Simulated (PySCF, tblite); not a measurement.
# C3H8B2F2: geometry, infrared bands and NMR shifts

Aim: predict the infrared bands and NMR shifts of C3H8B2F2 (`CB(C)CB(F)F`).

Programs: tblite 0.8.0 and PySCF 2.14.0, with density-fitted response routines of our own. Each step states its level of theory. These are calculated values for one molecule in the gas phase, unless marked as measured. Atoms count from 0, in the outputs and in this text.

## Step 1: Starting geometry

15 atoms, charge 0, multiplicity 1; geometry from: force field or distance geometry start.

Bonds of the start (Å): C0–B1 1.59, B1–C2 1.59, B1–C3 1.60, C3–B4 1.57, B4–F5 1.45, B4–F6 1.44, C0–H7 1.11, C0–H8 1.11, C0–H9 1.11, C2–H10 1.12, C2–H11 1.10, C2–H12 1.11, C3–H13 1.11, C3–H14 1.11.

## Step 2: Geometry optimisation with GFN2-xTB

What the job is given:

```
{"job": {"kind": "relax", "xc": "GFN2-xTB", "basis": "xTB"}, "charge": 0, "multiplicity": 1}
C     -0.693000     1.467800     0.602500
B     -0.359500    -0.047200     0.273400
C     -1.456800    -1.202800     0.320600
C      0.741100    -0.221200    -0.875600
B      2.161500    -0.147900    -0.209600
F      3.157800     0.733200    -0.798900
F      2.564000    -0.988300     0.888000
H     -0.848200     1.979700    -0.369900
H      0.221000     1.901000     1.048400
H     -1.603300     1.590100     1.222700
H     -0.962600    -2.148700    -0.005500
H     -1.860700    -1.384600     1.324600
H     -2.250500    -1.002800    -0.427300
H      0.550600    -1.157600    -1.441600
H      0.634200     0.637200    -1.573800
```

Launch:

```sh
> OMP_NUM_THREADS=1 python probes_run.py task.json out
```

One launch serves the whole session: the jobs run in the order shown.

**Question.** This job is followed by: GFN2-xTB harmonic vibrations, gas phase; GIAO PBE0/pcSseg-1 NMR shielding, non-relativistic, gas phase. Predict these results of the whole session: strongest single infrared mode (GFN2-xTB); zero-point energy (GFN2-xTB); 13C shifts against TMS (PBE0/pcSseg-1, means over atoms taken as alike); 1H shifts against TMS (PBE0/pcSseg-1, means over atoms taken as alike); 11B shifts against BF3·OEt2 (PBE0/pcSseg-1); 19F shifts against CFCl3 (PBE0/pcSseg-1, means over atoms taken as alike).

The runs gave:

```
                                                                 quantity                  value
                                strongest single infrared mode (GFN2-xTB)  1254 cm⁻¹, 448 km/mol
                                             zero-point energy (GFN2-xTB)          70.5 kcal/mol
  13C shifts against TMS (PBE0/pcSseg-1, means over atoms taken as alike)         27.6, 16.8 ppm
   1H shifts against TMS (PBE0/pcSseg-1, means over atoms taken as alike)         1.69, 1.06 ppm
                              11B shifts against BF3·OEt2 (PBE0/pcSseg-1)         88.8, 27.0 ppm
19F shifts against CFCl3 (PBE0/pcSseg-1, means over atoms taken as alike)              -63.8 ppm
```

Relaxing lowered the energy by 1.053 eV in 107 steps; the close pair that moved most is B4–F5, from 1.455 to 1.322 Å. No mode is imaginary among the 39: a minimum at this level. The strongest single mode, at 1254 cm⁻¹, moves mainly B4. GFN2-xTB is a fitted tight-binding method: band positions and strengths are rough. Its intensities can rank the bands wrongly. At PBE0/pcSseg-1: Shielding is most anisotropic at F5, F6 (span 302 ppm, paramagnetic term -233 ppm).
